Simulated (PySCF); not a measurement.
**GaO: bond curves at several levels of theory**

Aim: find the lowest electronic state of GaO, scan its bond at several levels of theory, and get bond length, wavenumber and dissociation energy from each curve.

Method: Ga aug-pcseg-1, O aug-pcseg-1, no relativity; program: PySCF 2.14.0.

### 1 The job

The job is set up so:

```yaml
atoms: Ga, O
charge: 0
basis: Ga aug-pcseg-1, O aug-pcseg-1
Hamiltonian: no relativity
basis_functions: 59
electrons_treated: 39
masses_in_u: 68.9256, 15.9949
levels: PBE0, PBE, r²SCAN, B97-3, BLYP, TPSS, HSE06, HF, MP2, SCS-MP2, CCSD, CCSD(T)
grid: 80 radial by 434 angular points
occupations: held fixed by the projection of orbital angular momentum
dissociation_limit: Ga + O, each in its ground configuration
starting_distance_in_angstrom: 1.805
values_of_2S_to_try: 1, 3
```

Run with:

```
$ OMP_NUM_THREADS=1 python dia.py task.json out
```

Further steps of the session: First curve: PBE0; Higher solutions at PBE0; PBE (GGA); r²SCAN; B97-3 (global hybrid GGA); BLYP (GGA); TPSS (meta-GGA); HSE06 (range-separated hybrid); ROHF (mean field); Adding correlation.

Q: Predict the outcome of this session. Wanted: for each run, Re; ωe; De; μ.

As calculated:

Lowest PBE0 solution found, without spin–orbit coupling: ²Σ⁺ (doublet), unpaired electrons σ ↑. State 2 has its PBE0 minimum 0.14 eV higher. State 3 has its PBE0 minimum 3.34 eV higher. The other levels ran on the lowest alone.

```
 level  Re (Å)  ωe (cm⁻¹)  De (eV)  μ (D)
  ROHF   1.836        583     1.66  -3.24
   PBE   1.733        722     4.67  -3.84
  BLYP   1.752        687     4.50  -3.83
  TPSS   1.728        729     4.46  -3.85
r²SCAN   1.716        743     4.42  -3.84
  PBE0   1.727        704     4.06  -3.99
 B97-3   1.738        686     4.07  -4.04
 HSE06   1.731        694     4.04  -3.93
```

De is counted to Ga + O in their ground configurations. A positive dipole means Ga(−)O(+). No constants: ROHF-MP2 (the points don't follow one smooth fit); ROHF-SCS-MP2 (the points don't follow one smooth fit); ROHF-CCSD (fits of two degrees disagree); ROHF-CCSD(T) (fits of two degrees disagree).

**Reading.** Bond lengths run from 1.716 Å (r²SCAN) to 1.836 Å (ROHF). Of the levels with a De here, ROHF gives the least (1.66 eV) and PBE the most (4.67 eV).

Correlated steps freeze 10 core orbitals. T1 is 0.072 near the minimum (highest on the curve 0.075), which may point to more than one leading configuration.
